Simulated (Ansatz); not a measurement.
# ZrCd, space group P4/nmm: relaxations under a series of pressures

Computed with Ansatz 0.2.0 through its Python package.

Run as a notebook:

```python
import ansatz as az
import numpy as np
import pandas as pd
from pymatgen.core import Lattice, Structure
from pymatgen.io.ase import AseAtomsAdaptor
```

```python
def edges_and_angles(cell):
    cell = np.asarray(cell)
    a, b, c = np.linalg.norm(cell, axis=1)
    cosines = cell[1] @ cell[2] / (b * c), cell[0] @ cell[2] / (a * c), cell[0] @ cell[1] / (a * b)
    return (a, b, c, *np.degrees(np.arccos(cosines)))
```

```python
pmg_structure = Structure(
    Lattice([[3.10285, 0.0, 0.0], [0.0, 3.10285, 0.0], [0.0, 0.0, 9.07332]]),
    ["Zr", "Zr", "Cd", "Cd"],
    [
        [0.0, 0.5, 0.87354],
        [0.5, 0.0, 0.12646],
        [0.0, 0.5, 0.38117],
        [0.5, 0.0, 0.61883],
    ],
)
crystal = az.Crystal.from_ase(AseAtomsAdaptor.get_atoms(pmg_structure))
```

```python
len(crystal.resolved().sites)
```

    4

```python
base = (
    crystal.calculation()
    .occupations("fermi_dirac", width=0.1)  # smearing steadies the SCF of a metal
    .pseudopotentials("paw")
    .functional(az.Functional.PBESOL)
    .kpoints(mesh=(7, 7, 3))
)
```

```python
# H = F + PV, with 1 GPa A^3 = 1/160.21766 eV
rows = []
for pressure in [-2, 0, 2, 5, 10]:
    done = base.relax(cell=True, pressure=pressure, force_tolerance=0.05, max_steps=60).run(threads=1, backend="cpu")
    cell = done.lattice.cell_ang
    n_atoms = len(done.lattice.sites)
    volume = abs(np.linalg.det(cell)) / n_atoms
    enthalpy = done.report["free_energy_ev"] / n_atoms + pressure * volume / 160.21766
    rows.append((pressure, volume, enthalpy, *edges_and_angles(cell)))
    print(f"{pressure} GPa done: {volume:.4f} A^3/atom")
```

    DeckWarning: basis.ecutwfc = 420 eV, auto-derived from the records' recommended cutoffs: set by Zr (normal level)
    -2 GPa done: 21.5969 A^3/atom
    0 GPa done: 21.0901 A^3/atom
    2 GPa done: 20.6431 A^3/atom
    5 GPa done: 20.0581 A^3/atom
    10 GPa done: 19.2427 A^3/atom

```python
table = pd.DataFrame(rows, columns=["P_GPa", "V_A3_atom", "H_eV_atom", "a", "b", "c", "alpha", "beta", "gamma"])
print(table.round(4).to_string(index=False))
p, v = np.array([row[0] for row in rows], float), np.array([row[1] for row in rows])
print("mean bulk modulus between rows (GPa):", np.round(-np.diff(p) / np.diff(np.log(v)), 1))
```

     P_GPa  V_A3_atom  H_eV_atom      a      b      c  alpha  beta  gamma
        -2    21.5969 -6156.7759 3.1021 3.1021 8.9773   90.0  90.0   90.0
         0    21.0901 -6156.5096 3.0773 3.0773 8.9084   90.0  90.0   90.0
         2    20.6431 -6156.2491 3.0544 3.0544 8.8510   90.0  90.0   90.0
         5    20.0581 -6155.8682 3.0230 3.0230 8.7794   90.0  90.0   90.0
        10    19.2427 -6155.2553 2.9756 2.9756 8.6930   90.0  90.0   90.0
    mean bulk modulus between rows (GPa): [ 84.2  93.4 104.3 120.5]

The volume falls from 21.60 Å³ an atom at -2 GPa to 19.24 at 10 GPa, by 10.9 %. Between -2 and 0 GPa, -V dP/dV is about 84 GPa, a mean over that step.

Caveats:
- Total energies depend on the potentials; only differences at equal settings carry meaning.
- At a fixed pressure a relaxation lowers the enthalpy F + PV, while F alone can rise.
- The mesh is modest for a metal, so energies can be off by several to tens of meV an atom and pressures by half a GPa or more; differences at equal mesh fare better.
- This cell is a computed structure, which may not be the phase found in nature.
- Warnings are shown shortened and without file and line.
- Symmetry holds the cell in this phase, whether or not it is the stable one at each pressure.
- Wall time of the script: 2.1 min on 1 thread of Arm Neoverse V1 (shared host), peak memory 0.57 GiB.
